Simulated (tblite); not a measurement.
# As38H16: the cost of one run

Computed with tblite 0.8.0 and PySCF 2.14.0 and routines of our own; the level stands in each step. Atoms count from 0.

### 1 The system as given

54 atoms, charge 0, multiplicity 1; geometry from: force field, distance geometry or constructed start.

### 2 Optimising the geometry with GFN2-xTB

What the job is given:

```
{"job": {"kind": "relax", "xc": "GFN2-xTB", "basis": "xTB"}, "charge": 0, "multiplicity": 1}
As    -3.582600     1.033800    -0.701600
As    -5.384400     2.073800     0.693100
As    -7.169800     1.033300    -0.699000
As    -7.175700    -1.031200     0.693800
As    -5.382200    -2.072400    -0.696600
As    -3.590800    -1.036100     0.697400
As     1.793800     4.144200    -0.703300
As     0.003400     5.180800     0.701500
As    -1.791000     4.140400    -0.700400
As    -1.796500     2.070400     0.701600
As    -0.002100     1.034400    -0.702100
As     1.791200     2.069200     0.700000
As     3.584100     1.036300    -0.695000
As     0.002200    -1.036200     0.697300
As     1.791500    -2.066100    -0.699800
As     3.585600    -1.035000     0.706300
As    -8.968300    -2.069300    -0.699100
As    -8.969800    -4.145900     0.699000
As    -7.175600    -5.176300    -0.697500
As    -5.378400    -4.141600     0.702700
As     7.172700     1.039400    -0.698500
As     5.380300     2.072700     0.699800
As     5.384600    -2.066600    -0.693400
As     7.170800    -1.039900     0.698500
As    -1.793200    -2.068600    -0.699100
As    -1.799800    -4.143400     0.702500
As     0.000700    -5.175800    -0.700700
As     1.793100    -4.141900     0.701200
As     3.588100    -5.177700    -0.702000
As     5.382300    -4.142100     0.703400
As    -3.583900     5.178700     0.698900
As    -5.383100     4.143800    -0.699800
As     5.380200     4.142600    -0.701900
As     3.589600     5.176800     0.703700
As    -3.586300    -5.176300    -0.703300
As     8.969200     4.144700    -0.702900
As     7.174200     5.178200     0.695900
As     8.969600     2.073700     0.697400
H     -8.264400     1.661400     0.151100
H     -0.004800     6.440800    -0.150000
H    -10.059400    -1.443900     0.155000
H    -10.053400    -4.777700    -0.147500
H     -7.170100    -6.436400     0.147600
H      8.268100    -1.665800    -0.153000
H     -0.003700    -6.435700     0.153600
H      3.585600    -6.435800     0.147800
H      6.474200    -4.772000    -0.151800
H     -3.587800     6.440000    -0.148900
H     -6.470200     4.772500     0.151400
H      3.589400     6.438100    -0.149200
H     -3.588400    -6.444700     0.154300
H     10.065900     4.773400     0.150900
H      7.174600     6.437000    -0.151100
H     10.055900     1.440000    -0.154200
```

Command:

```console
> OMP_NUM_THREADS=8 python large_run.py task.json out
```

One launch serves the whole session: the jobs run in the order shown.

Q: Estimate the wall time and peak memory of this first job on 8 threads of Arm Neoverse V1, shared host.

About 36 s, with a peak of 0.16 GiB.
